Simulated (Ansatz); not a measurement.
# C₂H₇AlSe: a ladder of functionals and wavefunction methods

The task here is to estimate one member of a computed series from the others.

Computed with Ansatz 0.2.0, Gaussian basis. Level: functionals in def2-TZVPP, the program's frozen cores in correlated methods.

Levels to be run: LDA (SPW92), PBE-D4, revPBE-D4, BLYP-D4, r2SCAN-D4, B97M-V, PBE0-D4, B3LYP-D4, r2SCANh-D4, r2SCAN0-D4, HSE06-D4, BHLYP-D4, CAM-B3LYP-D4, LC-ωPBE, ωB97X-V, ωB97M-V, B2PLYP, PBE-QIDH; CCSD(T)/def2-SVP; CCSD(T)/def2-TZVPP; MP2/def2-QZVPP; extrapolation to the limit; RPA on PBE.

## The geometry

All runs share one geometry, relaxed beforehand with PBE0-D4 in a triple-zeta def2 set.

SMILES `[CH3][AlH][Se]C`, 11 atoms, charge 0, spin multiplicity 1.

Atoms are counted from 1 here; the program's logs count them from 0.

Bond lengths: C1–Al2 1.950 Å, C1–H5 1.096 Å, C1–H6 1.093 Å, C1–H7 1.093 Å, Al2–Se3 2.311 Å, Al2–H8 1.585 Å, Se3–C4 1.964 Å, C4–H9 1.087 Å, C4–H10 1.088 Å, C4–H11 1.087 Å. Angles: Al2–C1–H5 110.2°, Al2–C1–H6 112.7°, Al2–C1–H7 111.2°, H5–C1–H6 107.2°, H5–C1–H7 107.0°, H6–C1–H7 108.3°, C1–Al2–Se3 120.9°, C1–Al2–H8 124.2°, Se3–Al2–H8 115.0°, Al2–Se3–C4 100.3°, Se3–C4–H9 110.7°, Se3–C4–H10 106.6°, Se3–C4–H11 110.1°, H9–C4–H10 109.4°, H9–C4–H11 110.4°, H10–C4–H11 109.5°.

The first run:

in.yaml reads:

```yaml
crystal:
  periodic: [false, false, false]
  atoms:
    - {symbol: C, position_ang: [-1.556025, 0.644429, 0.433020]}
    - {symbol: Al, position_ang: [-0.210184, -0.268834, 1.509112]}
    - {symbol: Se, position_ang: [1.776346, -0.982312, 0.567226]}
    - {symbol: C, position_ang: [1.498373, -0.428356, -1.296747]}
    - {symbol: H, position_ang: [-1.382349, 1.726159, 0.447867]}
    - {symbol: H, position_ang: [-1.544739, 0.329527, -0.613198]}
    - {symbol: H, position_ang: [-2.560747, 0.476779, 0.830629]}
    - {symbol: H, position_ang: [-0.356150, -0.555193, 3.060900]}
    - {symbol: H, position_ang: [1.167772, 0.606136, -1.345579]}
    - {symbol: H, position_ang: [2.460533, -0.524802, -1.795946]}
    - {symbol: H, position_ang: [0.772670, -1.080635, -1.776783]}
basis:
  gaussian: {orbitals: def2-TZVPP}
hamiltonian: {xc: lda}
output: {orbitals: {seedname: orbitals}}
```

Run with:

```console
> ansatz run in.yaml --threads 4 --pin off --events-out ev --progress --plain --max-ram 10444MiB
```

Steps of the session up to this table: LDA; PBE-D4 (GGA); revPBE-D4 (GGA); BLYP-D4 (GGA); r2SCAN-D4 (meta-GGA); B97M-V (meta-GGA); B3LYP-D4 (hybrid); r2SCANh-D4 (hybrid); r2SCAN0-D4 (hybrid); HSE06-D4 (hybrid); BHLYP-D4 (hybrid); CAM-B3LYP-D4 (range-separated); LC-ωPBE (range-separated); ωB97X-V (range-separated); ωB97M-V (range-separated); B2PLYP (double hybrid); PBE-QIDH (double hybrid).

One table of the session follows, with a row left open; its other results are not shown here.

It belongs to the step «Orbital energies across the functionals». 

| functional | HOMO (eV) | gap (eV) |
| --- | --- | --- |
| LDA (SPW92) | -5.79 | 3.88 |
| PBE-D4 | ? | ? |
| revPBE-D4 | -5.61 | 4.04 |
| BLYP-D4 | -5.49 | 3.94 |
| r2SCAN-D4 | -5.90 | 4.52 |
| B97M-V | -5.96 | 4.45 |
| PBE0-D4 | -6.73 | 5.78 |
| B3LYP-D4 | -6.50 | 5.37 |
| r2SCANh-D4 | -6.29 | 5.16 |
| r2SCAN0-D4 | -6.89 | 6.12 |
| HSE06-D4 | -6.33 | 5.02 |
| BHLYP-D4 | -7.65 | 7.47 |
| CAM-B3LYP-D4 | -7.97 | 7.94 |
| LC-ωPBE | -9.31 | 10.33 |
| ωB97X-V | -8.98 | 9.89 |
| ωB97M-V | -8.85 | 9.50 |

Estimate the missing values for PBE-D4.

As computed: HOMO (eV): -5.66; gap (eV): 3.98. In the column «HOMO (eV)» it lies between LDA (SPW92) (-5.79) and revPBE-D4 (-5.61).
